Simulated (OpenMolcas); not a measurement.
# C2HCl2F3 (2,2-Dichloro-1,1,1-trifluoroethane): PBE50/ANO-RCC-VDZP (DKH8)

What is the vertical ionisation energy of C2HCl2F3 (2,2-Dichloro-1,1,1-trifluoroethane) at PBE50/ANO-RCC-VDZP (DKH8)? 

The results are computed with OpenMolcas 26.06.

## 1. Starting point

C2HCl2F3 has 8 atoms, charge 0, and is taken as a singlet. SMILES: `FC(F)(F)C(Cl)Cl`. The coordinates come from a GFN2-xTB relaxation.

Bond lengths: F1–C2 1.336 Å, C2–F3 1.336 Å, C2–F4 1.328 Å, C2–C5 1.533 Å, C5–Cl6 1.772 Å, C5–Cl7 1.773 Å, C5–H8 1.093 Å. Some angles: F1–C2–F3 106.7°, F1–C2–F4 107.5°, F1–C2–C5 110.9°, F3–C2–F4 107.5°, F3–C2–C5 110.9°, F4–C2–C5 113.0°, C2–C5–Cl6 108.9°, C2–C5–Cl7 108.9°, Cl6–C5–Cl7 111.4°, C2–C5–H8 109.4°.

## 2. A single-point energy at PBE50/ANO-RCC-VDZP (DKH8)

Input file job.input:

```
>>> EXPORT MOLCAS_PRINT=2

&GATEWAY
 Coord
 8
 bohr
 F     -0.41162014    -2.56483078     2.16961346
 C      0.34047196    -1.42252913     0.04660065
 F      2.81527619    -1.86961944    -0.18156489
 F     -0.81307356    -2.55659158    -1.87150916
 C     -0.18812224     1.42373856     0.16221409
 Cl    -3.47737953     1.90117786     0.56903433
 Cl     0.91496760     2.84600313    -2.66402251
 H      0.81946084     2.24263248     1.76961513
 Basis
 ANO-RCC-VDZP
 Group
 NoSym

&SEWARD
 Relativistic
 R08O02
 Expert

&SCF
 KSDFT
 HYB_GGA_XC_PBE50
 PrOrbitals
 1 1
```

On the command line:

```
$ export MOLCAS_MEM=1860
$ pymolcas job.input > job.log
```

The program printed:

```text
--- Start Module: gateway ---
[...]
--- Stop Module: gateway /rc=_RC_ALL_IS_WELL_ ---
--- Start Module: seward ---
[...]
 ###    WARNING:  EXPERT option is ON!                                       ###
 ###############################################################################
               SEWARD will generate:
[...]
      Basis functions          111
--- Stop Module: seward /rc=_RC_ALL_IS_WELL_ ---
[...]
--- Start Module: scf ---
[...]
       Convergence after  12 Iterations
[...]
::    Total KS-DFT energy                           -1299.4834169457
[...]
      Total spin, S                                     0.0000000000
[...]
      Total electronic charge=   74.000000
      Total            charge=   -0.000000
[...]
      Dipole Moment (debye):
      Origin of the operator (angstrom)=   -0.1976    0.1235   -0.2325
                   X=  3.3284E-01               Y=  1.3877E+00               Z=  8.6403E-01           Total=  1.6683E+00
      Quadrupole Moment (debye*angstrom):
[...]
--- Stop Module: scf /rc=_RC_ALL_IS_WELL_ ---
[...]
```

Run time: 53 s. Hardware: 1 thread of Arm Neoverse V2, shared host; peak memory 0.67 GiB.

## 3. The doublet cation at the same level

Input file job.inp:

```
&GATEWAY
COORD
8
bohr
F     -0.41162014    -2.56483078     2.16961346
C      0.34047196    -1.42252913     0.04660065
F      2.81527619    -1.86961944    -0.18156489
F     -0.81307356    -2.55659158    -1.87150916
C     -0.18812224     1.42373856     0.16221409
Cl    -3.47737953     1.90117786     0.56903433
Cl     0.91496760     2.84600313    -2.66402251
H      0.81946084     2.24263248     1.76961513
BASIS
ANO-RCC-VDZP
GROUP
NoSym
&SEWARD
RELATIVISTIC
R08O02
EXPERT
&SCF
UHF
CHARGE
1
SPIN
2
KSDFT
HYB_GGA_XC_PBE50
PRORBITALS
1 1
```

On the command line:

```
$ export MOLCAS_MEM=1860
$ pymolcas job.inp > job.log
```

The program printed:

```text
--- Start Module: gateway ---
[...]
--- Stop Module: gateway /rc=_RC_ALL_IS_WELL_ ---
--- Start Module: seward ---
[...]
 ###    WARNING:  EXPERT option is ON!                                       ###
 ###############################################################################
               SEWARD will generate:
[...]
      Basis functions          111
--- Stop Module: seward /rc=_RC_ALL_IS_WELL_ ---
[...]
--- Start Module: scf ---
[...]
       Convergence after  35 Iterations
[...]
::    Total KS-DFT energy                           -1299.0320969988
[...]
      Total spin, S                                     0.5026451504
[...]
      Total electronic charge=   73.000000
      Total            charge=    1.000000
[...]
      Dipole Moment (debye):
      Origin of the operator (angstrom)=   -0.1976    0.1235   -0.2325
                   X= -8.6283E-01               Y=  5.1406E+00               Z=  2.3453E-01           Total=  5.2178E+00
      Center of Charge (angstrom)
[...]
--- Stop Module: scf /rc=_RC_ALL_IS_WELL_ ---
[...]
```

It took 91 s on 1 thread of Arm Neoverse V2, shared host; peak memory 0.67 GiB.

## 4. Outcome

Level: PBE50/ANO-RCC-VDZP (DKH8).

| quantity | value |
| --- | --- |
| singlet C2HCl2F3: total energy | -1299.48342 Eh |
| singlet C2HCl2F3: dipole moment | 1.67 D |
| singlet C2HCl2F3: HOMO energy | -10.87 eV |
| singlet C2HCl2F3: LUMO energy | 0.24 eV |
| singlet C2HCl2F3: HOMO–LUMO gap | 11.11 eV |
| doublet cation: total energy | -1299.03210 Eh |
| doublet cation: HOMO energy (highest over α and β) | -16.57 eV |
| doublet cation: LUMO energy (lowest over α and β) | -13.56 eV |
| doublet cation: ⟨S²⟩ | 0.755 |
| vertical ionisation energy (to the doublet cation) | 12.281 eV |

In words: The vertical ionisation energy comes to 12.28 eV (283 kcal/mol). −ε(HOMO) before ionisation, 10.87 eV, is 1.41 eV below this ionisation energy. Mulliken charges (singlet C2HCl2F3) run from -0.23 on F1 to +0.71 on C2. Mulliken charges (doublet cation) run from -0.17 on F3 to +0.69 on C2.
